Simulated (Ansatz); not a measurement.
**CH₅FGeO: basis-set convergence**

One table from this session's results is given with a row withheld; the runs are named, their logs left out.

The runs use Ansatz 0.2.0, Gaussian basis; one geometry, several basis sets.

The runs, in order: PBE0-D4/def2-SVP; ωB97M-V/def2-SVP; PBE0-D4/def2-QZVPP; ωB97M-V/def2-QZVPP; the functionals' def2-TZVPP values are taken from earlier runs.

### Structure used throughout

All runs share one geometry, relaxed beforehand with PBE0-D4 in a triple-zeta def2 set.

SMILES `O[CH](F)[GeH3]`, 9 atoms, charge 0, spin multiplicity 1.

Atoms are counted from 1 here; the program's logs count them from 0.

Bond lengths: O1–C2 1.375 Å, O1–H5 0.964 Å, C2–F3 1.393 Å, C2–Ge4 1.989 Å, C2–H6 1.098 Å, Ge4–H7 1.535 Å, Ge4–H8 1.532 Å, Ge4–H9 1.536 Å. Angles: C2–O1–H5 109.5°, O1–C2–F3 110.1°, O1–C2–Ge4 108.5°, O1–C2–H6 112.0°, F3–C2–Ge4 108.9°, F3–C2–H6 105.2°, Ge4–C2–H6 112.1°, C2–Ge4–H7 108.3°, C2–Ge4–H8 108.5°, C2–Ge4–H9 108.7°, H7–Ge4–H8 110.7°, H7–Ge4–H9 109.9°, H8–Ge4–H9 110.7°.

Set-up of the first run:

Input file in.yaml:

```yaml
crystal:
  periodic: [false, false, false]
  atoms:
    - {symbol: O, position_ang: [0.158164, 1.271095, -1.038187]}
    - {symbol: C, position_ang: [0.603936, 0.473417, -0.010641]}
    - {symbol: F, position_ang: [1.799826, -0.144134, -0.369720]}
    - {symbol: Ge, position_ang: [-0.763579, -0.926591, 0.341590]}
    - {symbol: H, position_ang: [0.741485, 2.032456, -1.130811]}
    - {symbol: H, position_ang: [0.840194, 1.055435, 0.889545]}
    - {symbol: H, position_ang: [-0.212795, -1.880458, 1.411063]}
    - {symbol: H, position_ang: [-1.036660, -1.679103, -0.964886]}
    - {symbol: H, position_ang: [-2.042171, -0.248415, 0.854947]}
basis:
  gaussian: {orbitals: def2-SVP}
hamiltonian: {xc: pbe0, dispersion: d4}
output: {orbitals: {seedname: orbitals}}
```

Run with:

```sh
$ ansatz run in.yaml --threads 4 --pin off --events-out ev --progress --plain --max-ram 10444MiB
```

Steps of the session up to this table: PBE0-D4 in def2-SVP; ωB97M-V in def2-SVP; PBE0-D4 in def2-QZVPP; ωB97M-V in def2-QZVPP.

One of the session's tables, all rows but one given; the rest of the session is left out.

It belongs to the step «Functionals by basis». 

| functional | basis | HOMO (eV) | LUMO (eV) |
| --- | --- | --- | --- |
| PBE0-D4 | def2-SVP | -8.14 | 1.09 |
| PBE0-D4 | def2-TZVPP | ? | ? |
| PBE0-D4 | def2-QZVPP | -8.33 | 0.28 |
| ωB97M-V | def2-SVP | -10.40 | 2.86 |
| ωB97M-V | def2-TZVPP | -10.57 | 2.21 |
| ωB97M-V | def2-QZVPP | -10.61 | 1.53 |

Estimate the missing values for PBE0-D4, def2-TZVPP.

As computed: HOMO (eV): -8.29; LUMO (eV): 0.67. In the column «HOMO (eV)» it lies between PBE0-D4, def2-QZVPP (-8.33) and PBE0-D4, def2-SVP (-8.14).
